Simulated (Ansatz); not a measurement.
# BH4NTe (SMILES NB[TeH]): one structure at several levels

An exercise on one series of results from a longer session: the logs are not shown, and one member is left open.

Program: Ansatz 0.2.0, Gaussian basis. Level of theory: single points in def2-TZVPP. These are calculated values, not measurements.

Cores are frozen in the correlated methods. Filled d shells of the heavier atoms are correlated. Core potentials replace the inner electrons past krypton, and spin-orbit coupling is left out.

### Where the work starts

7 atoms, charge 0, spin multiplicity 1.

Atoms are counted from 1 here; the program's logs count them from 0.

Bond lengths: N1–B2 1.433 Å, N1–H4 1.177 Å, N1–H5 1.080 Å, B2–Te3 2.055 Å, B2–H6 1.291 Å, Te3–H7 1.578 Å. Angles: B2–N1–H4 132.9°, B2–N1–H5 116.6°, H4–N1–H5 110.3°, N1–B2–Te3 124.9°, N1–B2–H6 106.1°, Te3–B2–H6 128.3°, B2–Te3–H7 96.5°.

Geometry (Å):

```
N    -0.92900    0.80010   -0.40140
B    -0.05010   -0.12820    0.24520
Te    1.73850   -0.78550   -0.52430
H    -1.99870    1.21140   -0.13250
H    -0.53500    1.31760   -1.26420
H    -0.69770   -0.58180    1.26620
H     2.10130   -1.75490    0.66700
```

The first run:

Input file run/in.yaml:

```yaml
crystal:
  periodic: [false, false, false]
  atoms:
    - {symbol: N, position_ang: [-0.929000, 0.800100, -0.401400]}
    - {symbol: B, position_ang: [-0.050100, -0.128200, 0.245200]}
    - {symbol: Te, position_ang: [1.738500, -0.785500, -0.524300]}
    - {symbol: H, position_ang: [-1.998700, 1.211400, -0.132500]}
    - {symbol: H, position_ang: [-0.535000, 1.317600, -1.264200]}
    - {symbol: H, position_ang: [-0.697700, -0.581800, 1.266200]}
    - {symbol: H, position_ang: [2.101300, -1.754900, 0.667000]}
basis:
  gaussian: {orbitals: def2-TZVPP}
correlation: {method: ccsd_t}
output: {forces: true}
```

The command line of these runs was not kept.

Among the steps run: CCSD(T)/def2-TZVPP; PBE0-D4/def2-TZVPP; wB97M-V/def2-TZVPP; r2SCAN-D4/def2-TZVPP; PBE-D4/def2-TZVPP; r2SCAN0-D4/def2-TZVPP; r2SCANh-D4/def2-TZVPP.

One table of the session follows, with a row left open; its other results are not shown here.

| method | RMS force component (eV/Å) | angle to CCSD(T) forces (°) | dipole (D) |
| --- | --- | --- | --- |
| CCSD(T) | 1.918 | reference | 1.72 |
| PBE0-D4 | 1.932 | 3.3 | 1.71 |
| wB97M-V | 1.933 | 2.2 | 1.75 |
| r2SCAN-D4 | 1.906 | 2.6 | 1.70 |
| PBE-D4 | 1.820 | 5.4 | 1.73 |
| r2SCAN0-D4 | 1.988 | 3.4 | 1.69 |
| r2SCANh-D4 | ? | ? | ? |

**Question.** Estimate the row for r2SCANh-D4.

Worked estimate for «RMS force component (eV/Å)». Against the share of exact exchange, r2SCAN-D4 (0, 1.906), r2SCAN0-D4 (0.25, 1.988) give a slope of 0.328 per unit share; at 0.1 the line stands at 1.939.

**Answer.** RMS force component (eV/Å): 1.938; angle to CCSD(T) forces (°): 2.6; dipole (D): 1.70. In «RMS force component (eV/Å)» the line misses by +0.001.
